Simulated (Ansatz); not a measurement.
Runs of Ansatz 0.2.0 on TeRu. Symmetry: P-6m2, No. 187, hexagonal system. The conventional cell has a = 3.795 Å, b = 3.795 Å, c = 3.704 Å, α = 90.00°, β = 90.00°, γ = 120.00°. Around Ru (site symmetry -6m2) lie 6 Te at 2.87 Å. Around Te (site symmetry -6m2) lie 6 Ru at 2.87 Å. The cell comes from a database or a generator and needn't be the stable form of this composition.

| level | spin | U | fixed moment (μB) | gap on the mesh (eV) | pressure (GPa) | moment (μB) |
| --- | --- | --- | --- | --- | --- | --- |
| LDA+U | collinear, ferromagnetic start | Ru d U = 8 eV | 4.0 | - | (b) | - |
| PBEsol+U | collinear, ferromagnetic start | Ru d U = 4 eV | - | none | -10.6 | (a) |
| PBEsol+U | collinear, program default start | Ru d U = 2 eV | - | none | -18.7 | 0.00 |
| LDA+U | off | Ru d U = 2 eV | - | none | -20.7 | - |

Alike in all rows: task single point; potentials or basis all-electron LAPW, scalar-relativistic; cell as given; k mesh 6 × 6 × 5; cutoff (eV) 235; smearing gaussian 0.05 eV; basis error allowed 0.001 eV/atom.

Estimate the missing entries.

(a) 1.71; (b) 12.8.

Caveats: the k mesh is thin for a metal, which can move the energy by tens of meV per atom; U is the effective U less J, on atomic orbitals that reach past the spheres; the U is typed as a test and isn't derived for this compound; the total moment is fixed, so each spin has its own Fermi level (some runs); U without spin polarisation on a metal has little footing (some runs).

A k mesh can miss the band edges, and the runs leave out spin-orbit coupling on Ru, Te.

A gap of «none» marks a metal or a gap under the smearing width.
